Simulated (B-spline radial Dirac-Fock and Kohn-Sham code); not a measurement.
**Yb²⁶⁺: core levels and X-ray properties**

Aim: for ytterbium as Yb²⁶⁺, compute its X-ray form factor and Compton profile, the binding energy of each subshell and how cheaper methods do for the levels.

Method: a free atom or ion on a radial basis; each step names its model; computed with B-spline radial Dirac-Fock and Kohn-Sham code, version 2.

### Step 1. The atom as given

Yb²⁶⁺ in the configuration [Kr] 4d8.

| Quantity | Value |
| --- | --- |
| nuclear charge | 70 |
| electrons | 44 |
| mass number | 174 |
| nuclear rms radius | 5.3108 fm |

Outer shells as boxes (Hund's rule, for the drawing alone; heavy ions are jj-coupled, and the calculation averages over the configuration):

```
[Kr] core
4d [↑↓][↑↓][↑↓][↑ ][↑ ]
```

### Step 2. Form factor and Compton profile

Model: Dirac-Fock average of configuration, finite nucleus; form factor of the spherical density, Waller-Hartree incoherent function, impulse-approximation Compton profiles.

Recorded inputs:

```ini
task = scatter
Z = 70
charge = 26
configuration = 1s2 2s2 2p6 3s2 3p6 3d10 4s2 4p6 4d8
mass_number = 174
rms_radius = 5.3108  # fm
s = [0.0, 0.05, 0.1, 0.15, 0.2, 0.25, 0.3, 0.35, 0.4, 0.45, 0.5, 0.6, 0.7, 0.8, 0.9, 1.0, 1.1, 1.2, 1.4, 1.6, 1.8, 2.0, 2.5, 3.0, 3.5, 4.0, 5.0, 6.0]  # 1/A
pz = [0, 0.1, 0.15, 0.22, 0.32, 0.46, 0.68, 1.0, 1.5, 2.2, 3.2, 4.7, 6.8, 10.0, 15.0, 22.0, 32.0, 47.0, 68.0, 100.0, 150.0]  # a.u.
photon_energy = [2000, 5000, 10000, 30000, 50000, 100000, 200000, 1000000]  # eV
```

### Step 3. Binding energies

Model: Dirac-Fock average of configuration, Delta-SCF, finite nucleus, first-order Breit with its frequency dependence, self-energy and vacuum polarisation.

The run's settings:

```ini
task = binding
```

### Step 4. The levels by Dirac LDA

Model: Dirac-Kohn-Sham LDA (Slater exchange, VWN correlation), finite nucleus, spherical and without spin polarisation.

Settings, as recorded:

```ini
task = binding-ladder
method = lda,vwn
relativity = dirac
```

### Step 5. non-relativistic HF, for comparison

Model: non-relativistic Hartree-Fock, average of configuration, point nucleus.

Settings, as recorded:

```ini
task = binding-ladder
method = hf
relativity = nr
```

(Steps that only read results are left out.)

What does the calculation give? Wanted: rms radius of the electron cloud; form factor halves at; Compton profile at zero; deepest level listed, K; least bound, N4,5; Kα1; Dirac LDA, K: eigenvalue / ΔSCF; non-relativistic HF, 1s: eigenvalue / ΔSCF.

As calculated:

| quantity | value |
| --- | --- |
| rms radius of the electron cloud | 0.340 bohr |
| form factor halves at | 1.1 1/Å |
| Compton profile at zero | 2.655 1/a.u. |
| deepest level listed, K (1s) | 62221.0 eV |
| least bound, N4,5 (4d) | 977.6 eV |
| Kα1 | 52377.7 eV |
| ionisation energy, NIST (theoretical) | 971.000 eV |
| Dirac LDA, K: eigenvalue / ΔSCF | 61964.0 / 62498.2 eV |
| non-relativistic HF, 1s: eigenvalue / ΔSCF | 58141.8 / 58085.4 eV |

f falls from 44 to half of that at s = 1.1 1/Å. Incoherent scattering outweighs coherent from 200 keV on, among the energies asked. The K (1s) level lies 64.2 eV under Koopmans' value by relaxation alone; Breit gives -191.15 and QED -99.43 eV. NIST's ionisation energy differs by -6.62 eV from the least binding energy; the calculation averages open shells over their j components and terms. Dirac LDA misses the K level by -0.4 % with its eigenvalue and by +0.4 % with ΔSCF. Breit and QED terms, which only the reference holds, shift this level by tenths of a per cent, so the eigenvalue's nearness can be cancellation. Non-relativistic HF misses the 1s level by -6.6 % with its eigenvalue and by -6.6 % with ΔSCF, as relativity is missing. The Hartree-Fock and Dirac-Fock values hold no electron correlation.
